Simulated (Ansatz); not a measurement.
Crystal: Ta3AsAu2O13.

```
CELL_PARAMETERS angstrom
5.72385 -0.00745 -0.00403
1.30279 6.25499 0.00561
0.27574 1.30074 8.36754
ATOMIC_POSITIONS crystal
Ta 0.21713 0.30521 0.58431
Ta 0.03325 0.11123 0.99855
Ta 0.58248 0.62145 0.50482
As 0.58707 0.89691 0.83049
Au 0.58004 0.09228 0.18613
Au 0.04485 0.82077 0.44682
O 0.66201 0.69726 0.71088
O 0.51632 0.13418 0.69625
O 0.85098 0.88773 0.91932
O 0.34466 0.87003 0.94651
O 0.73015 0.29240 0.03095
O 0.24622 0.21809 0.11075
O 0.12900 0.09398 0.49104
O 0.48032 0.38887 0.43499
O 0.05966 0.26685 0.78594
O 0.93330 0.53240 0.45645
O 0.49975 0.85161 0.34971
O 0.25256 0.62988 0.62473
O 0.91878 0.95175 0.22636
```

The cell was built by a generator and needn't be a form met in nature.

- Program: Ansatz 0.2.0
- Task: single point
- Functional: PBE
- Potentials or basis: Ansatz PAW
- Cutoff: 420 eV (not typed: the program's choice for these potentials)
- k mesh: 5 × 5 × 4
- Occupations: fermi-dirac, width 0.05 eV
- Spin: no spin polarisation

On this cell: pressure 0.0 GPa; largest force 0.012 eV/Å; band gap on the k mesh 1.30 eV, indirect (least direct gap 1.36 eV).

The same run follows on a disturbed copy (atoms moved at random, drawn with an rms of 0.05 Å):

```
Ta As Au O
1.0
     5.72385   -0.00745   -0.00403
     1.30279    6.25499    0.00561
     0.27574    1.30074    8.36754
Ta As Au O
3 1 2 13
Direct
  0.21846 0.30149 0.58723
  0.03891 0.10119 0.99677
  0.57580 0.62656 0.50480
  0.58711 0.89823 0.83573
  0.58313 0.09565 0.18920
  0.04243 0.82319 0.44664
  0.65782 0.70920 0.70501
  0.51551 0.13996 0.70121
  0.85350 0.88914 0.91675
  0.33892 0.86554 0.94745
  0.72717 0.29237 0.03283
  0.23934 0.22065 0.11131
  0.12858 0.08861 0.49416
  0.47090 0.39321 0.43717
  0.06736 0.27395 0.78705
  0.92807 0.52763 0.45446
  0.49773 0.85138 0.35302
  0.24968 0.62931 0.62682
  0.91986 0.95353 0.22247
```

Q: What does the disturbed cell give?

A: The energy moves by +15.0 meV/atom; pressure 0.3 GPa; largest force 2.003 eV/Å; band gap on the k mesh 1.27 eV, indirect (least direct gap 1.28 eV).

Forces on the atoms (eV/Å):
```
Ta  -0.338  0.441 -0.974
Ta  -0.095  1.941  0.485
Ta   0.615 -1.353  0.868
As  -0.493  0.011 -1.303
Au  -1.073  0.097 -0.236
Au  -0.401 -1.098  0.036
O    0.093  0.393  0.797
O    0.240 -0.550  0.476
O   -0.055 -0.362  0.150
O    0.460 -0.055 -0.119
O    0.716 -0.492 -0.399
O    0.480 -0.549  0.006
O    0.297  0.522  0.219
O    0.137 -0.304 -0.310
O   -0.704 -0.352  1.055
O    0.167  0.521  0.243
O    0.042  1.190 -1.307
O   -0.253  0.226 -0.120
O    0.166 -0.226  0.432
```

Stress tensor (GPa, compression positive):
```
-0.06  0.45 -0.05
 0.45  0.00 -0.10
-0.05 -0.10  0.89
```

Caveats: odd divisions of the mesh miss points on the zone boundary, where band edges often lie, so the gap on the mesh can be too wide; spin-orbit coupling is left out, which moves the levels of the heavy elements.

A k mesh can miss the band edges.
